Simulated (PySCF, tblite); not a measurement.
# C3H7FOSi: dynamics, then NMR shifts on frames, part 2 of 2

tblite 0.8.0 and PySCF 2.14.0. Atoms count from 0. The steps go on from the part before.

**5. Shielding tensors: 625 fs, PBE0/pcSseg-1**

Job settings and geometry (Å):

```
{"job": {"kind": "nmr", "xc": "PBE0", "basis": "pcSseg-1", "pop": false}, "charge": 0, "multiplicity": 1}
F     -2.923800     0.926400     1.614400
C     -2.779900     0.057700     0.578800
C     -1.326900    -0.118000     0.263400
C     -0.489300    -0.914000     0.916600
O      0.847600    -0.900400     0.687600
Si     1.994600    -0.264000    -0.292200
H     -3.384300     0.529200    -0.234500
H     -3.286800    -0.868300     0.911100
H     -1.061600     0.475500    -0.613200
H     -0.767400    -1.552800     1.799700
H      1.689700    -0.646200    -1.732700
H      3.133800    -0.858600     0.324000
H      2.018100     1.248900    -0.317700
```

Method: GIAO PBE0/pcSseg-1 NMR shielding, non-relativistic, gas phase.

The log of the run:

```text
coarse grid: 11400 points
cycle   1  E = -582.4355866187  dE =  6.429e-01  |g| = 7.376e-01  |ddm| = 3.136e+00
cycle   2  E = -582.3298699605  dE =  1.057e-01  |g| = 1.089e+00  |ddm| = 1.273e+00
cycle   3  E = -582.5259065666  dE = -1.960e-01  |g| = 1.174e-01  |ddm| = 8.539e-01
cycle   4  E = -582.5280657928  dE = -2.159e-03  |g| = 6.167e-02  |ddm| = 1.360e-01
cycle   5  E = -582.5289017301  dE = -8.359e-04  |g| = 1.297e-02  |ddm| = 5.313e-02
cycle   6  E = -582.5289387654  dE = -3.704e-05  |g| = 3.878e-03  |ddm| = 1.266e-02
cycle   7  E = -582.5289421405  dE = -3.375e-06  |g| = 7.040e-04  |ddm| = 3.110e-03
final grid: 105968 points
cycle   8  E = -582.5807184934  dE = -1.890e-05  |g| = 9.152e-03  |ddm| = 2.042e-02
cycle   9  E = -582.5806965408  dE =  2.195e-05  |g| = 1.434e-02  |ddm| = 1.476e-02
cycle  10  E = -582.5807335050  dE = -3.696e-05  |g| = 1.444e-03  |ddm| = 9.977e-03
cycle  11  E = -582.5807339933  dE = -4.884e-07  |g| = 3.200e-04  |ddm| = 1.370e-03
cycle  12  E = -582.5807340139  dE = -2.055e-08  |g| = 1.058e-04  |ddm| = 2.993e-04
cycle  13  E = -582.5807340164  dE = -2.530e-09  |g| = 2.185e-05  |ddm| = 9.734e-05
cycle  14  E = -582.5807340165  dE = -1.056e-10  |g| = 6.448e-06  |ddm| = 2.567e-05
converged SCF energy = -582.5807340165

GIAO shielding tensors (ppm)
atom      isotropic    diamagn.    paramagn.     s11        s22        s33       span
  0 F      394.793     471.532     -76.739    350.082    368.690    465.606    115.524
  1 C      105.744     234.567    -128.823     72.437     87.930    156.865     84.428
  2 C       75.094     258.860    -183.766    -16.557     85.926    155.915    172.472
  3 C       27.430     249.485    -222.056    -75.895     60.803     97.381    173.276
  4 O      233.411     395.776    -162.366    140.228    223.027    336.976    196.747
  5 Si     393.719     879.761    -486.042    352.877    360.787    467.494    114.617
  6 H       26.130      26.235      -0.105     22.018     25.949     30.422      8.404
  7 H       26.395      26.129       0.265     22.160     26.692     30.332      8.171
  8 H       25.901      34.959      -9.059     22.989     25.125     29.588      6.599
  9 H       23.860      28.342      -4.482     20.777     24.195     26.609      5.832
 10 H       25.893      29.267      -3.374     23.261     24.291     30.128      6.867
 11 H       26.946      29.439      -2.493     22.961     25.694     32.182      9.221
 12 H       25.943      29.584      -3.641     23.333     24.520     29.978      6.645
```

Wall time 12 s (1 thread of Arm Neoverse V1, shared host); peak memory 0.72 GiB.

This run: δ C3 159.5, C2 111.8, C1 81.2, F0 -223.8, H9 7.86, H10 5.82 ppm.

**6. Nuclear shieldings: 800 fs, PBE0/pcSseg-1**

Job settings and geometry (Å):

```
{"job": {"kind": "nmr", "xc": "PBE0", "basis": "pcSseg-1", "pop": false}, "charge": 0, "multiplicity": 1}
F     -2.886800     0.752300     1.765100
C     -2.724700    -0.053200     0.686700
C     -1.334900     0.011500     0.166500
C     -0.403800    -0.806400     0.659000
O      0.917400    -0.880900     0.370100
Si     1.715200     0.099000    -0.683300
H     -3.483700     0.340300     0.031100
H     -2.964500    -1.141300     0.956400
H     -1.034400     0.634300    -0.692000
H     -0.654000    -1.514800     1.428900
H      1.529000    -0.344100    -2.084600
H      3.040900    -0.272800    -0.174500
H      1.322100     1.527800    -0.471400
```

With the program's defaults for keys left out, this is: GIAO PBE0/pcSseg-1 NMR shielding, non-relativistic, gas phase.

The log of the run:

```text
coarse grid: 11400 points
cycle   1  E = -582.4419520055  dE =  6.925e-01  |g| = 7.202e-01  |ddm| = 3.138e+00
cycle   2  E = -582.3381634950  dE =  1.038e-01  |g| = 1.071e+00  |ddm| = 1.298e+00
cycle   3  E = -582.5275999856  dE = -1.894e-01  |g| = 1.312e-01  |ddm| = 8.819e-01
cycle   4  E = -582.5305739218  dE = -2.974e-03  |g| = 5.984e-02  |ddm| = 1.445e-01
cycle   5  E = -582.5313468391  dE = -7.729e-04  |g| = 1.391e-02  |ddm| = 5.356e-02
cycle   6  E = -582.5313909654  dE = -4.413e-05  |g| = 3.804e-03  |ddm| = 1.366e-02
cycle   7  E = -582.5313941802  dE = -3.215e-06  |g| = 7.563e-04  |ddm| = 3.097e-03
final grid: 105968 points
cycle   8  E = -582.5835624132  dE = -2.135e-05  |g| = 9.444e-03  |ddm| = 2.013e-02
cycle   9  E = -582.5835375686  dE =  2.484e-05  |g| = 1.503e-02  |ddm| = 1.578e-02
cycle  10  E = -582.5835784447  dE = -4.088e-05  |g| = 1.535e-03  |ddm| = 1.083e-02
cycle  11  E = -582.5835789858  dE = -5.411e-07  |g| = 3.317e-04  |ddm| = 1.464e-03
cycle  12  E = -582.5835790077  dE = -2.186e-08  |g| = 1.120e-04  |ddm| = 3.103e-04
cycle  13  E = -582.5835790105  dE = -2.854e-09  |g| = 1.983e-05  |ddm| = 1.012e-04
cycle  14  E = -582.5835790106  dE = -8.299e-11  |g| = 6.839e-06  |ddm| = 2.205e-05
converged SCF energy = -582.5835790106

GIAO shielding tensors (ppm)
atom      isotropic    diamagn.    paramagn.     s11        s22        s33       span
  0 F      391.567     471.060     -79.493    347.814    370.466    456.421    108.606
  1 C      106.619     235.959    -129.341     72.238     90.281    157.338     85.100
  2 C       79.428     261.823    -182.396    -16.843     97.250    157.876    174.719
  3 C       17.991     249.406    -231.415    -90.462     46.614     97.820    188.281
  4 O      222.533     395.942    -173.409    121.456    209.151    336.993    215.538
  5 Si     386.556     880.023    -493.467    344.657    359.359    455.652    110.995
  6 H       26.484      27.196      -0.712     22.035     26.328     31.088      9.053
  7 H       25.902      25.559       0.343     21.336     26.600     29.771      8.435
  8 H       25.995      34.302      -8.307     23.781     24.839     29.364      5.583
  9 H       24.798      31.200      -6.401     21.571     24.081     28.743      7.172
 10 H       26.484      29.450      -2.966     23.685     24.589     31.177      7.492
 11 H       26.524      29.057      -2.533     22.664     25.326     31.582      8.918
 12 H       26.071      29.801      -3.730     23.279     25.129     29.805      6.526
```

Run time: 12 s. Hardware: 1 thread of Arm Neoverse V1, shared host; peak memory 0.72 GiB.

This run: δ C3 168.9, C2 107.5, C1 80.3, F0 -220.6, H9 6.92, H7 5.81 ppm.

**7. Shielding tensors: 1000 fs, PBE0/pcSseg-1**

Job settings and geometry (Å):

```
{"job": {"kind": "nmr", "xc": "PBE0", "basis": "pcSseg-1", "pop": false}, "charge": 0, "multiplicity": 1}
F     -2.986300     0.848000     1.779500
C     -2.753300    -0.237300     0.970100
C     -1.327400    -0.185900     0.616800
C     -0.560100    -1.298500     0.506000
O      0.725600    -1.311000     0.158000
Si     1.463200    -0.168900    -0.747200
H     -3.582000    -0.178000     0.228600
H     -2.961500    -1.096400     1.567300
H     -0.865000     0.768500     0.475600
H     -0.928200    -2.256100     0.634200
H      0.705300     0.139600    -1.856600
H      2.811300    -0.784000    -0.952900
H      1.662100     1.039400     0.025500
```

Level: GIAO PBE0/pcSseg-1 NMR shielding, non-relativistic, gas phase.

The log of the run:

```text
coarse grid: 11400 points
cycle   1  E = -582.4389821987  dE =  7.975e-01  |g| = 7.139e-01  |ddm| = 3.166e+00
cycle   2  E = -582.3431002058  dE =  9.588e-02  |g| = 1.048e+00  |ddm| = 1.307e+00
cycle   3  E = -582.5222937706  dE = -1.792e-01  |g| = 1.179e-01  |ddm| = 8.725e-01
cycle   4  E = -582.5245404776  dE = -2.247e-03  |g| = 6.182e-02  |ddm| = 1.412e-01
cycle   5  E = -582.5253980871  dE = -8.576e-04  |g| = 1.346e-02  |ddm| = 5.618e-02
cycle   6  E = -582.5254395305  dE = -4.144e-05  |g| = 3.457e-03  |ddm| = 1.351e-02
cycle   7  E = -582.5254422524  dE = -2.722e-06  |g| = 5.968e-04  |ddm| = 2.880e-03
final grid: 105968 points
cycle   8  E = -582.5771283221  dE = -2.611e-05  |g| = 9.174e-03  |ddm| = 1.958e-02
cycle   9  E = -582.5771073566  dE =  2.097e-05  |g| = 1.409e-02  |ddm| = 1.537e-02
cycle  10  E = -582.5771437824  dE = -3.643e-05  |g| = 1.687e-03  |ddm| = 1.051e-02
cycle  11  E = -582.5771444307  dE = -6.483e-07  |g| = 3.662e-04  |ddm| = 1.592e-03
cycle  12  E = -582.5771444578  dE = -2.707e-08  |g| = 1.240e-04  |ddm| = 3.786e-04
cycle  13  E = -582.5771444611  dE = -3.340e-09  |g| = 1.894e-05  |ddm| = 1.094e-04
cycle  14  E = -582.5771444612  dE = -8.231e-11  |g| = 5.604e-06  |ddm| = 2.414e-05
converged SCF energy = -582.5771444612

GIAO shielding tensors (ppm)
atom      isotropic    diamagn.    paramagn.     s11        s22        s33       span
  0 F      420.163     470.398     -50.235    383.695    403.470    473.326     89.631
  1 C      106.039     236.912    -130.873     73.846     81.809    162.461     88.614
  2 C       71.283     258.449    -187.167    -29.013     96.597    146.264    175.277
  3 C       28.305     249.256    -220.951    -81.373     55.853    110.436    191.809
  4 O      243.994     394.794    -150.800    145.494    229.897    356.590    211.096
  5 Si     388.334     880.869    -492.535    331.662    364.629    468.712    137.050
  6 H       25.763      26.104      -0.341     21.612     25.859     29.817      8.205
  7 H       26.961      27.209      -0.248     23.587     27.722     29.575      5.988
  8 H       26.342      34.412      -8.070     23.498     24.996     30.533      7.035
  9 H       25.598      31.961      -6.363     22.524     24.933     29.338      6.814
 10 H       27.959      31.914      -3.955     25.124     26.200     32.553      7.429
 11 H       26.419      28.813      -2.394     23.014     25.014     31.230      8.216
 12 H       26.869      31.107      -4.239     23.659     25.615     31.332      7.673
```

It took 12 s on 1 thread of Arm Neoverse V1, shared host; peak memory 0.72 GiB.

This run: δ C3 158.6, C2 115.6, C1 80.9, F0 -249.2, H9 6.12, H6 5.95 ppm.

**8. Run by run: NMR shifts**

Shifts (ppm) of some atoms, chosen among heavy atoms and hydrogens apart, with basis size and wall time:

| frame | C3 | C2 | H9 | H10 | F0 | O4 | Si5 | functions | time |
| --- | --- | --- | --- | --- | --- | --- | --- | --- | --- |
| 250 fs | 163.8 | 109.4 | 6.78 | 3.76 | -218.5 | 96.2 | -41.1 | 144 | 12 s |
| 425 fs | 166.7 | 116.9 | 8.18 | 6.24 | -218.3 | 106.2 | -46.4 | 144 | 12 s |
| 625 fs | 159.5 | 111.8 | 7.86 | 5.82 | -223.8 | 102.7 | -44.6 | 144 | 12 s |
| 800 fs | 168.9 | 107.5 | 6.92 | 5.23 | -220.6 | 113.5 | -37.4 | 144 | 12 s |
| 1000 fs | 158.6 | 115.6 | 6.12 | 3.76 | -249.2 | 92.1 | -39.2 | 144 | 12 s |

**9. Outcome**

This closing draws on all 2 parts.

```
                                        quantity                                         value
                                      thermostat                                         200 K
                   mean temperature, second half                                         191 K
         mean potential energy above the minimum                                       0.30 eV
  13C shifts against TMS (PBE0/pcSseg-1, 250 fs)                        163.8, 109.4, 81.8 ppm
   1H shifts against TMS (PBE0/pcSseg-1, 250 fs)  6.78, 5.44, 5.44, 5.41, 5.40, 5.07, 3.76 ppm
19F shifts against CFCl3 (PBE0/pcSseg-1, 250 fs)                                    -218.5 ppm
  17O shifts against H2O (PBE0/pcSseg-1, 250 fs)                                      96.2 ppm
 29Si shifts against TMS (PBE0/pcSseg-1, 250 fs)                                     -41.1 ppm
                        range of the shift of F0                          -249.2 to -218.3 ppm
```

In the second half the potential energy averages 0.30 eV above the minimum; equipartition over 33 harmonic modes at 200 K would give 0.28 eV. With 13 atoms the temperature swings widely (100 to 270 K). Shifts at one fixed geometry are not the observed spectrum, which averages over the motion. In ppm, F0 moves most: its shift spreads over 30.9 ppm, from -249.2 (1000 fs) to -218.3 (425 fs).
